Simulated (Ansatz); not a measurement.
# In2As2F: the cost of one run

Method: DFT PBE+D3(BJ), scalar-relativistic, plane waves, PAW, in Ansatz 0.2.0.

The COD entry's cell or inner coordinates are ideal or old and differ from later refinements, so a difference from it is no clean test against experiment.

7 further runs of the same task are left out: 7 set aside as unsound or not needed.

**1. The starting structure**

Symmetry: P3m1, No. 156, trigonal system. The conventional cell has a = 4.322 Å, b = 4.322 Å, c = 21.839 Å, α = 90.00°, β = 90.00°, γ = 120.00°. As (site symmetry 3m) has 3 In at 2.65 Å as nearest neighbours. In (site symmetry 3m) is surrounded by 4 As at 2.65 to 2.85 Å. Around As (site symmetry 3m) lie 4 In at 2.59 to 2.85 Å. In (site symmetry 3m) is surrounded by 3 As at 2.59 Å and 1 F at 3.10 Å. F (site symmetry 3m) has 1 In at 3.10 Å as nearest neighbours.

Coordinates:

```
CELL_PARAMETERS angstrom
4.32207 0.00000 0.00000
-2.16104 3.74302 0.00000
0.00000 0.00000 21.83869
ATOMIC_POSITIONS crystal
As 0.00000 0.00000 0.18316
In 0.33333 0.66667 0.22356
As 0.33333 0.66667 0.35408
In 0.66667 0.33333 0.38641
F 0.66667 0.33333 0.52836
```

This is the geometry of the first run shown, built on a cell relaxed beforehand with the same method.

**2. Plan of the line**

Atoms count from 1 in the order of the input.

F is moved over the surface cell at a fixed height above a rigid substrate; the origin of the map has the adsorbate above In4; the height is held at 3.10 Å.

- position of F5 along the first surface vector, from above In4: 9 values from 0.000 to 0.889, periodic
- position of F5 along the second surface vector, from above In4: 9 values from 0.000 to 0.889, periodic

Nothing else is relaxed. Points are written as (first, second).

The two vectors of the plane (Å): (4.322, 0.000, 0.000); (-2.161, 3.743, 0.000).

**3. The run at (0/9, 0/9) of the map's two axes**

The cell repeats along c, and a dipole correction in the vacuum removes the field between the copies.

input.yaml reads:

```yaml
crystal:
  lattice:
    - [4.3220706682, 0.0, 0.0]
    - [-2.1610353341, 3.7430229956, 0.0]
    - [0.0, 0.0, 21.8386926822]
  atoms:
    - { symbol: As, position: [0.0, 0.0, 0.183161147] }
    - { symbol: In, position: [0.3333333333, 0.6666666667, 0.2235591229] }
    - { symbol: As, position: [0.3333333333, 0.6666666667, 0.3540823938] }
    - { symbol: In, position: [0.6666666667, 0.3333333333, 0.3864101577] }
    - { symbol: F, position: [0.6666666667, 0.3333333333, 0.5283600466] }
basis:
  ecutwfc: 420
kpoints:
  mp_grid: { grid: [6, 6, 1] }
hamiltonian:
  xc: pbe
  pseudopotentials: { kind: paw, azcp: { folder: soft_1 } }
  dispersion: d3bj
scf:
  occupations: { method: gaussian, width: 0.1 }
output:
  forces: true
  eigenvalues: true
efield:
  axis: 3
  dipole_correction: true
  ramp_width: 0.04
```

Started as:

```
$ ansatz run input.yaml --threads 1 --pin off --max-ram 3072MiB --backend cpu --events-out ev --progress --plain --runs-dir out
```

Q: Estimate wall time and peak memory on 1 thread of Intel Xeon Platinum 8488C (Sapphire Rapids), shared host.

About 11 s, with a peak of 0.54 GiB.
